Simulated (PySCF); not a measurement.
# [PbF2]2+: a change of charge

How does [PbF2]2+ respond at fixed geometry? The runs cover a change of charge. The structure is generated, not taken from experiment.

Method: PBE0, Pb def2-SVP with ECP60, F def2-SVP; scalar-relativistic core potentials, no spin–orbit coupling; program: PySCF 2.14.0.

1 further run of the same task is left out (for a known fault of the program).

### 1 Where the work starts

3 atoms, charge 2, spin multiplicity 1.

Bond lengths: Pb1–F2 1.938 Å, Pb1–F3 1.938 Å. Angles: F2–Pb1–F3 180.0°.

As a file:

```xyz
3
charge 2, multiplicity 1
Pb    0.0000    0.0000    0.3882
F     1.9376    0.0000    0.3889
F    -1.9376    0.0000    0.3889
```

Formal oxidation states: Pb +4. An earlier session relaxed this geometry at PBE0, Pb def2-SVP with ECP60, F def2-SVP (singlet, point group D∞h).

Its energy there is -391.176145 Eh.

### 2 One electron removed, multiplicity 2

The input, run.py (the lines that set the calculation):

```python
mol = gto.M(atom='''
Pb     0.00000     0.00000     0.38820
F      1.93757     0.00000     0.38888
F     -1.93757     0.00000     0.38888''',
    basis={'Pb': 'def2-SVP', 'F': 'def2-SVP'},
    ecp={'Pb': 'def2-SVP'},
    charge=3, spin=1)
mf = dft.UKS(mol, xc='PBE0')
mf.grids.atom_grid = (50, 194)
mf = mf.density_fit()  # fitting sets: Pb def2-universal-JKFIT, F def2-universal-JKFIT
mf.conv_tol = 1e-08; mf.max_cycle = 55
mf.kernel(dm0)  # dm0: the density of the relaxed state
```

The run is started by

```console
$ OMP_NUM_THREADS=2 python run.py
```

The program printed:

```text
init E= -391.185736579854
cycle= 1 E= -390.038855718901  delta_E= 1.15  |g|= 0.417  |ddm|= 0.69
  HOMO = -1.35559800272  LUMO = -1.3113402386  gap/eV = 1.20432
cycle= 2 E= -389.938914987784  delta_E= 0.0999  |g|= 0.653  |ddm|= 1.01
  HOMO = -1.22734918786  LUMO = -1.17945123904  gap/eV = 1.30337
cycle= 3 E= -390.106223248899  delta_E= -0.167  |g|= 0.0425  |ddm|= 0.764
  HOMO = -1.22199429836  LUMO = -1.17357768154  gap/eV = 1.31748
cycle= 4 E= -390.105126963846  delta_E= 0.0011  |g|= 0.069  |ddm|= 0.0906
  HOMO = -1.22166964802  LUMO = -1.17308837346  gap/eV = 1.32196
cycle= 5 E= -390.10385116649  delta_E= 0.00128  |g|= 0.0891  |ddm|= 0.109
  HOMO = -1.22001912107  LUMO = -1.17170003724  gap/eV = 1.31483
cycle= 6 E= -390.107066869762  delta_E= -0.00322  |g|= 0.00175  |ddm|= 0.0635
  HOMO = -1.22010146388  LUMO = -1.17151875199  gap/eV = 1.32200
cycle= 7 E= -390.107072348364  delta_E= -5.48e-06  |g|= 0.000567  |ddm|= 0.00728
  HOMO = -1.21999608228  LUMO = -1.17142585072  gap/eV = 1.32166
cycle= 8 E= -390.107073331154  delta_E= -9.83e-07  |g|= 0.000209  |ddm|= 0.00397
  HOMO = -1.21997919284  LUMO = -1.17141501538  gap/eV = 1.32150
cycle= 9 E= -390.107073428632  delta_E= -9.75e-08  |g|= 0.000156  |ddm|= 0.00155
  HOMO = -1.21998486274  LUMO = -1.17141709684  gap/eV = 1.32160
cycle= 10 E= -390.107073430537  delta_E= -1.9e-09  |g|= 0.000189  |ddm|= 0.000264
  HOMO = -1.21998475195  LUMO = -1.17141684231  gap/eV = 1.32160
cycle= 11 E= -390.107073430428  delta_E= 1.09e-10  |g|= 0.000213  |ddm|= 0.000101
  HOMO = -1.21998514122  LUMO = -1.17141658453  gap/eV = 1.32162
cycle= 12 E= -390.107073430866  delta_E= -4.38e-10  |g|= 2.16e-05  |ddm|= 0.000793
  HOMO = -1.2199857366  LUMO = -1.17141772124  gap/eV = 1.32160
Extra cycle  E= -390.107073409343  delta_E= 2.15e-08  |g|= 0.000231  |ddm|= 0.00017
converged SCF energy = -390.107073409343  <S^2> = 0.76415989  2S+1 = 2.0141101
```

It took 0.7 s on 2 threads of Arm Neoverse V2, shared host.

It gives: E = -390.107073 Eh (+29.091 eV from the relaxed state), HOMO -33.20 eV, LUMO -31.88 eV (over both spins), ⟨S²⟩ = 0.764, Mulliken charge on Pb1 +2.48 e. 

### 3 One electron added, multiplicity 2

Changes to run.py (the lines that set the calculation) since step 2:

```diff
@@ -6,3 +6,3 @@
     ecp={'Pb': 'def2-SVP'},
-    charge=3, spin=1)
+    charge=1, spin=1)
 mf = dft.UKS(mol, xc='PBE0')
```

The run is started by

```console
$ OMP_NUM_THREADS=2 python run.py
```

The program printed:

```text
init E= -391.1847779969
  HOMO = -0.777681678036  LUMO = -0.762763479177  gap/eV = 0.40594
cycle= 1 E= -391.809109164756  delta_E= -0.624  |g|= 0.302  |ddm|= 1.37
  HOMO = -0.493398938502  LUMO = -0.367827583866  gap/eV = 3.41697
cycle= 2 E= -391.775614936135  delta_E= 0.0335  |g|= 0.449  |ddm|= 0.576
  HOMO = -0.555802786795  LUMO = -0.42770410845  gap/eV = 3.48574
cycle= 3 E= -391.843245151102  delta_E= -0.0676  |g|= 0.0587  |ddm|= 0.326
  HOMO = -0.564449285005  LUMO = -0.430938835664  gap/eV = 3.63300
cycle= 4 E= -391.844811041477  delta_E= -0.00157  |g|= 0.0105  |ddm|= 0.0937
  HOMO = -0.56683255509  LUMO = -0.429470487513  gap/eV = 3.73781
cycle= 5 E= -391.844879399569  delta_E= -6.84e-05  |g|= 0.00206  |ddm|= 0.0156
  HOMO = -0.567129251039  LUMO = -0.42892201965  gap/eV = 3.76081
cycle= 6 E= -391.844883131007  delta_E= -3.73e-06  |g|= 0.000404  |ddm|= 0.00404
  HOMO = -0.567095007367  LUMO = -0.428826598648  gap/eV = 3.76248
cycle= 7 E= -391.844883179924  delta_E= -4.89e-08  |g|= 0.000459  |ddm|= 0.000872
  HOMO = -0.567092741517  LUMO = -0.428818076838  gap/eV = 3.76265
cycle= 8 E= -391.844883262156  delta_E= -8.22e-08  |g|= 7.49e-05  |ddm|= 0.000383
  HOMO = -0.567097333317  LUMO = -0.428821856806  gap/eV = 3.76267
cycle= 9 E= -391.844883265328  delta_E= -3.17e-09  |g|= 8.68e-06  |ddm|= 8.38e-05
  HOMO = -0.56709923803  LUMO = -0.42882459253  gap/eV = 3.76264
Extra cycle  E= -391.844883265339  delta_E= -1.1e-11  |g|= 1.04e-05  |ddm|= 1.99e-05
converged SCF energy = -391.844883265339  <S^2> = 0.75910517  2S+1 = 2.0090845
```

Run time: 0.6 s. Hardware: 2 threads of Arm Neoverse V2, shared host.

Result: E = -391.844883 Eh (-18.197 eV from the relaxed state), HOMO -15.43 eV, LUMO -11.67 eV (over both spins), ⟨S²⟩ = 0.759, Mulliken charge on Pb1 +1.51 e. 

### 4 The states side by side

| state | energy from the relaxed state (eV) | ⟨S²⟩ | time |
| --- | --- | --- | --- |
| charge +2, singlet, vacuum (relaxed) | 0 | 0.00 |  |
| charge +1, doublet, vacuum | -18.20 | 0.76 | 0.6 s |
| charge +3, doublet, vacuum | 29.09 | 0.76 | 0.7 s |

An electron taken off or put on is at rest in vacuum. 

Removing an electron vertically costs 29.09 eV (doublet), against −HOMO = 26.29 eV. Adding an electron vertically releases 18.20 eV (doublet). These are double-zeta-type bases without diffuse functions. Spin–orbit coupling is left out.
